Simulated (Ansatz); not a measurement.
**NaCl: how the settings move a calculation**

Question: which choices in the input matter for NaCl?

The COD entry's cell or inner coordinates are ideal or old and differ from later refinements, so a difference from it is no clean test against experiment.

Method: reference: DFT, PBE, plane-wave PAW, default files, scalar-relativistic, in Ansatz 0.2.0.

### 1 The system as given

The structure is cubic, space group Fm-3m (No. 225). Conventional cell: a = 5.620 Å, b = 5.620 Å, c = 5.620 Å, α = 90.00°, β = 90.00°, γ = 90.00°. Na (site symmetry m-3m) is surrounded by 6 Cl at 2.81 Å. Cl (site symmetry m-3m) is surrounded by 6 Na at 2.81 Å.

Coordinates:

```cif
data_structure
_symmetry_space_group_name_H-M 'P 1'
_symmetry_Int_Tables_number 1
_cell_length_a 3.9739
_cell_length_b 3.9739
_cell_length_c 3.9739
_cell_angle_alpha 60.000
_cell_angle_beta 60.000
_cell_angle_gamma 60.000
_cell_volume 44.38
loop_
_atom_site_label
_atom_site_type_symbol
_atom_site_fract_x
_atom_site_fract_y
_atom_site_fract_z
_atom_site_occupancy
Na1 Na 0.00000 0.00000 0.00000 1
Cl1 Cl 0.50000 0.50000 0.50000 1
```

### 2 The reference run

The input, input.yaml:

```yaml
crystal:
  lattice:
    - [0.0, 2.81, 2.81]
    - [2.81, 0.0, 2.81]
    - [2.81, 2.81, 0.0]
  atoms:
    - { symbol: Na, position: [0.0, 0.0, 0.0] }
    - { symbol: Cl, position: [0.5, 0.5, 0.5] }
kpoints:
  mp_grid: { grid: [9, 9, 9] }
scf:
  occupations: { method: fermi_dirac, width: 0.02 }
hamiltonian:
  xc: pbe
  pseudopotentials: { kind: paw }
output:
  forces: true
  stress: true
  populations: true
  efg:
    quadrupole_moments_barn: { Na: 0.104, Cl: -0.08112 }
    contact_densities: true
relax:
  f_tol: 0.02
  max_steps: 60
```

On the command line:

```console
ansatz run input.yaml --threads 1 --pin off --max-ram 2560MiB --backend cpu --events-out ev --progress --plain --runs-dir out
```

### 3 Changed: xc revpbe, pseudopotentials.source jth

Edit input.yaml of step 2 so:

```diff
@@ -13,4 +13,4 @@
 hamiltonian:
-  xc: pbe
-  pseudopotentials: { kind: paw }
+  xc: revpbe
+  pseudopotentials: { kind: paw, source: jth }
 output:
@@ -22,4 +22 @@
     contact_densities: true
-relax:
-  f_tol: 0.02
-  max_steps: 60
```

### 4 Changing settings: ecutwfc 22.0 Ry

Edit input.yaml of step 2 so:

```diff
@@ -22,4 +22,3 @@
     contact_densities: true
-relax:
-  f_tol: 0.02
-  max_steps: 60
+basis:
+  ecutwfc: "22.0 Ry"
```

Q: Predict the outcome of this session. Wanted: for each run, ending; energy change; pressure; gap; force.

**Answer**, as computed:

```tsv
run	ending	energy change	pressure (GPa)	gap (eV)	force (eV/Å)	cycles	time
reference	converged	0	1.0	5.15	0.00	7	2.7 s
1: xc revpbe, pseudopotentials.source jth	converged	not comparable	2.9	5.42	0.00	7	8.4 s
2: ecutwfc 22.0 Ry	converged	+28.6 meV/atom	1.0	5.15	0.00	6	2 s
```

**Reading.** «ecutwfc 22.0 Ry» moves the energy by +28.6 meV/atom. Run 2 ran under the cutoff that the potentials recommend, as the log warns, so basis error is mixed into its values. Of the variants the dearest is «xc revpbe, pseudopotentials.source jth» (8.4 s), the cheapest «ecutwfc 22.0 Ry» (2 s), on a shared host. Symmetry fixes the atoms and the cell is held, so no setting can move this relaxation. 

The gaps are Kohn-Sham values of a semilocal functional, not quasiparticle or optical gaps. Such gaps usually fall short of the measured ones.
